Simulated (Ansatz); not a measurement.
# Mg2Co: the cost of one run

Computed with Ansatz 0.2.0 (DFT PBE, scalar-relativistic, plane waves, PAW, unless a step's input says otherwise).

## (1) Starting point

Symmetry: P6/mmm, No. 191, hexagonal system. Conventional cell: a = 4.159 Å, b = 4.159 Å, c = 2.925 Å, α = 90.00°, β = 90.00°, γ = 120.00°. Mg (site symmetry -6m2) is surrounded by 3 Mg at 2.40 Å. Around Co (site symmetry 6/mmm) lie 12 Mg at 2.81 Å and 2 Co at 2.93 Å.

As a file:

```cif
data_structure
_symmetry_space_group_name_H-M 'P6/mmm'
_symmetry_Int_Tables_number 191
_cell_length_a 4.1589
_cell_length_b 4.1589
_cell_length_c 2.9252
_cell_angle_alpha 90.000
_cell_angle_beta 90.000
_cell_angle_gamma 120.000
_cell_volume 43.82
loop_
_atom_site_label
_atom_site_type_symbol
_atom_site_symmetry_multiplicity
_atom_site_Wyckoff_symbol
_atom_site_fract_x
_atom_site_fract_y
_atom_site_fract_z
_atom_site_occupancy
Mg1 Mg 2 d 0.33333 0.66667 0.50000 1
Co1 Co 1 a 0.00000 0.00000 0.00000 1
```

(A quick probe on a coarse mesh, which set the mesh and smearing, is not shown.)

## (3) Rough relaxation on the coarse mesh

Contents of input.yaml:

```yaml
crystal:
  lattice:
    - [4.1589095132, 0.0, 0.0]
    - [-2.0794547566, 3.6017212905, 0.0]
    - [0.0, 0.0, 2.9252280641]
  atoms:
    - { symbol: Mg, position: [0.3333333333, 0.6666666667, 0.5] }
    - { symbol: Mg, position: [0.6666666667, 0.3333333333, 0.5] }
    - { symbol: Co, position: [0.0, 0.0, 0.0], spin: 0.16 }
basis:
  ecutwfc: 420
kpoints:
  mp_grid: { grid: [6, 6, 6] }
hamiltonian:
  xc: pbe
scf:
  occupations: { method: gaussian, width: 0.1 }
  lower_state_search: "off"
output:
  forces: true
  stress: true
  eigenvalues: true
  populations: true
magnetization:
  spin_polarized: true
relax:
  adjacent_minimum: "off"
  f_tol: 0.04
  max_steps: 70
  cell: { stress_tol: 0.4 }
```

Command:

```console
ansatz run input.yaml --threads 1 --pin off --max-ram 2560MiB --backend cpu --events-out ev --progress --plain --runs-dir out
```

Q: Estimate wall time and peak memory on 1 thread of Arm Neoverse V1, shared host.

About 42 s, with a peak of 0.33 GiB.
